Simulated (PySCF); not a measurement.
**InN₂: quartet, from a bent start**

The task is one start of a wider search on InN₂: the quartet, from a bent start. It is relaxed, tested by its Hessian and followed downhill if it is a saddle.

The runs use PySCF 2.14.0; PBE0, basis In def2-TZVP with ECP28, N def2-TZVP, scalar-relativistic core potentials, no spin–orbit coupling, density fitting.

**1. Where the work starts**

3 atoms, charge 0, spin multiplicity 4.

Bond lengths: In1–N2 1.960 Å, In1–N3 1.960 Å. Angles: N2–In1–N3 110.0°.

```xyz
3
charge 0 multiplicity 4
In    0.0000    0.0000    0.0000
N     1.6055    0.0000    1.1242
N    -1.6055    0.0000    1.1242
```

**2. The SCF at the typed geometry**

The steps below are one call of a driver around PySCF. For each, scf.py gives the equivalent set-up of the SCF; relaxations use the driver's own optimiser. After this first run the driver tries any further starts and a stability analysis.

The input, scf.py:

```python
from pyscf import gto, scf, dft
mol = gto.M(atom='''
In     0.000000     0.000000     0.000000
N      1.605500     0.000000     1.124200
N     -1.605500     0.000000     1.124200''',
    basis={'In': 'def2-TZVP', 'N': 'def2-TZVP'},
    ecp={'In': 'def2-TZVP'},
    charge=0, spin=3)
mf = dft.UKS(mol, xc='PBE0')
mf.grids.atom_grid = (50, 194)
aux = {'In': 'def2-universal-JKFIT', 'N': 'def2-universal-JKFIT'}
mf = mf.density_fit(auxbasis=aux)
mf.conv_tol = 1e-08
mf.diis_space = 10
mf.max_cycle = 60
mf.init_guess = 'minao'
mf.verbose = 4
mf.kernel()
```

On the command line:

```console
> OMP_NUM_THREADS=4 python axn.py task.json out
```

After this run come: Bent start, quartet: relaxation; Vibrations and properties at this point.

What does the calculation give? Wanted: minimum; geometry; wavenumbers; dipole moment; highest occupied, lowest empty level; polar-tensor charge of In1; zero-point energy; atomisation energy; ⟨S²⟩.

As calculated:

| quantity | value |
| --- | --- |
| minimum | quartet, D∞h |
| geometry | In–N 1.986 Å (×2); N–In–N 180.0° |
| wavenumbers (cm⁻¹) | 125, 138, 454, 586 |
| dipole moment | 0.00 D |
| highest occupied, lowest empty level (either spin) | -6.06, -4.10 eV |
| polar-tensor charge of In1 | -0.93 e |
| zero-point energy | 7.8 kJ/mol |
| entropy at 298.15 K | 274.5 J/(mol K) |
| atomisation energy (no zero-point energy) | 261 kJ/mol |
| ⟨S²⟩ | 3.899 |

**Reading.** The bent start (C2v) ends in a minimum of D∞h symmetry. The strongest infrared band lies at 454 cm⁻¹ (stretch). The dipole vanishes although In1 carries -0.9 e by the polar tensor: the bond dipoles cancel. Only this shape and spin were tried, so other structures or states may lie lower. The SCF density has lower symmetry than the nuclear frame. With an element this heavy the missing spin–orbit coupling can shift these numbers.
